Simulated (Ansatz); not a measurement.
# W: the cost of one run

Method: DFT LDA, scalar-relativistic, plane waves, PAW, in Ansatz 0.2.0.

The COD cell was measured well above room temperature, so it is larger than a cold one.

24 further runs of the same task are left out: 24 set aside as unsound or not needed.

### 1 The structure to begin with

The structure is cubic, space group Im-3m (No. 229). Conventional cell: a = 3.136 Å, b = 3.136 Å, c = 3.136 Å, α = 90.00°, β = 90.00°, γ = 90.00°. Around W (site symmetry m-3m) lie 8 W at 2.72 Å.

As a file:

```cif
data_structure
_symmetry_space_group_name_H-M 'Im-3m'
_symmetry_Int_Tables_number 229
_cell_length_a 3.1362
_cell_length_b 3.1362
_cell_length_c 3.1362
_cell_angle_alpha 90.000
_cell_angle_beta 90.000
_cell_angle_gamma 90.000
_cell_volume 30.85
loop_
_atom_site_label
_atom_site_type_symbol
_atom_site_symmetry_multiplicity
_atom_site_Wyckoff_symbol
_atom_site_fract_x
_atom_site_fract_y
_atom_site_fract_z
_atom_site_occupancy
W1 W 2 a 0.00000 0.00000 0.00000 1
```

This cell was relaxed beforehand with the same method: volume 15.42 Å³/atom, gap on the mesh none (metal).

### 2 The scan

The energy is mapped over volume and the cell's shape.

- volume per atom: 7 values from 13.57 to 17.27 Å³
- length along [111] over the lengths across it, relative to the cubic cell: 9 values from 0.452 to 2.211

Nothing else is relaxed (symmetry fixes all fractional coordinates). Energies count from the relaxed crystal. Points are written as (first, second).

### 3 Point (14.19 Å³, 1.813)

input.yaml

```yaml
crystal:
  lattice:
    - [-0.9116675698, 1.5897067757, 1.5897067757]
    - [1.5897067757, -0.9116675698, 1.5897067757]
    - [1.5897067757, 1.5897067757, -0.9116675698]
  atoms:
    - { symbol: W, position: [0.0, 0.0, 0.0] }
basis:
  ecutwfc: 420
kpoints:
  mp_grid: { grid: [22, 22, 22] }
hamiltonian:
  xc: lda
  pseudopotentials: { kind: paw, azcp: { folder: soft_1 } }
scf:
  occupations: { method: gaussian, width: 0.15 }
output:
  forces: true
  stress: true
  eigenvalues: true
```

On the command line:

```bash
ansatz run input.yaml --threads 1 --pin off --max-ram 2048MiB --backend cpu --events-out ev --progress --plain --runs-dir out
```

**Question.** How long does this run take on 1 thread of Arm Neoverse V1, shared host, and how much memory does it need?

About 12 s, with a peak of 0.42 GiB.
